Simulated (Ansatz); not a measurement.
# C8H14FNOZr: the cost of one run

The runs use Ansatz 0.2.0, Gaussian basis; one geometry, several basis sets.

Plan: PBE0-D4/def2-SVP; ωB97M-V/def2-SVP; PBE0-D4/def2-QZVPP; ωB97M-V/def2-QZVPP; the functionals' def2-TZVPP values are taken from earlier runs.

1 further run of the same task is left out (for a known fault of the program).

## 1. Structure used throughout

All runs share one geometry, relaxed beforehand with PBE0-D4 in a triple-zeta def2 set. Zr takes the def2 core potential; no spin-orbit term is included.

SMILES `C[O][Zr]1234([F])([N](C)C)[C@H]5[C@@H]1[C@@H]2[C@@H]3[C@H]54`, 26 atoms, charge 0, spin multiplicity 1.

Atoms are counted from 1 here; the program's logs count them from 0.

Bond lengths: C1–O2 1.387 Å, C1–H13 1.098 Å, C1–H14 1.096 Å, C1–H15 1.095 Å, O2–Zr3 1.924 Å, Zr3–F4 1.941 Å, Zr3–N5 2.038 Å, Zr3–C8 2.529 Å, Zr3–C9 2.525 Å, Zr3–C10 2.539 Å, Zr3–C11 2.572 Å, Zr3–C12 2.565 Å, N5–C6 1.440 Å, N5–C7 1.439 Å, C6–H16 1.102 Å, C6–H17 1.096 Å, C6–H18 1.099 Å, C7–H19 1.102 Å and more. Angles: O2–C1–H13 111.3°, O2–C1–H14 110.4°, O2–C1–H15 110.7°, H13–C1–H14 108.1°, H13–C1–H15 108.3°, H14–C1–H15 108.1°, C1–O2–Zr3 157.1°, O2–Zr3–F4 110.2°, O2–Zr3–N5 103.0°, O2–Zr3–C8 140.2°, O2–Zr3–C9 119.1°, O2–Zr3–C10 89.3°, O2–Zr3–C11 88.2°, O2–Zr3–C12 116.3°, F4–Zr3–N5 104.5°, F4–Zr3–C8 93.0°, F4–Zr3–C9 125.0°, F4–Zr3–C10 137.3° and more.

## 2. PBE0-D4 in def2-SVP

Input file in.yaml:

```yaml
crystal:
  periodic: [false, false, false]
  atoms:
    - {symbol: C, position_ang: [2.996210, 1.094317, -0.883771]}
    - {symbol: O, position_ang: [1.808072, 1.026804, -0.171200]}
    - {symbol: Zr, position_ang: [0.320920, 0.193568, 0.719864]}
    - {symbol: F, position_ang: [0.369083, 0.592216, 2.619353]}
    - {symbol: N, position_ang: [-1.280360, 1.241963, 0.018427]}
    - {symbol: C, position_ang: [-2.560807, 1.081191, 0.657858]}
    - {symbol: C, position_ang: [-1.367652, 1.963175, -1.223440]}
    - {symbol: C, position_ang: [-0.686131, -2.096516, 1.092576]}
    - {symbol: C, position_ang: [-0.722217, -1.867467, -0.300623]}
    - {symbol: C, position_ang: [0.607937, -1.843585, -0.768307]}
    - {symbol: C, position_ang: [1.464260, -2.077363, 0.332562]}
    - {symbol: C, position_ang: [0.665866, -2.232285, 1.479433]}
    - {symbol: H, position_ang: [3.257115, 0.119527, -1.315455]}
    - {symbol: H, position_ang: [2.909114, 1.817052, -1.702767]}
    - {symbol: H, position_ang: [3.818909, 1.413644, -0.234832]}
    - {symbol: H, position_ang: [-3.274672, 0.523687, 0.029978]}
    - {symbol: H, position_ang: [-2.463298, 0.543809, 1.607537]}
    - {symbol: H, position_ang: [-3.017170, 2.054059, 0.890372]}
    - {symbol: H, position_ang: [-2.010967, 1.450024, -1.956320]}
    - {symbol: H, position_ang: [-1.788676, 2.967987, -1.072105]}
    - {symbol: H, position_ang: [-0.377770, 2.083384, -1.669304]}
    - {symbol: H, position_ang: [-1.541631, -2.159063, 1.750143]}
    - {symbol: H, position_ang: [-1.609730, -1.722737, -0.898592]}
    - {symbol: H, position_ang: [0.918824, -1.673563, -1.789354]}
    - {symbol: H, position_ang: [2.543997, -2.107086, 0.300316]}
    - {symbol: H, position_ang: [1.020784, -2.386734, 2.487652]}
basis:
  gaussian: {orbitals: def2-SVP}
hamiltonian: {xc: pbe0, dispersion: d4}
output: {orbitals: {seedname: orbitals}}
```

Started as:

```bash
ansatz run in.yaml --threads 11 --pin off --events-out ev --progress --plain --max-ram 174080MiB --backend cpu
```

**Question.** How long does this run take on 11 threads of AMD EPYC 7R13, shared host, and how much memory does it need?

About 3.5 s, with a peak of 1.7 GiB.
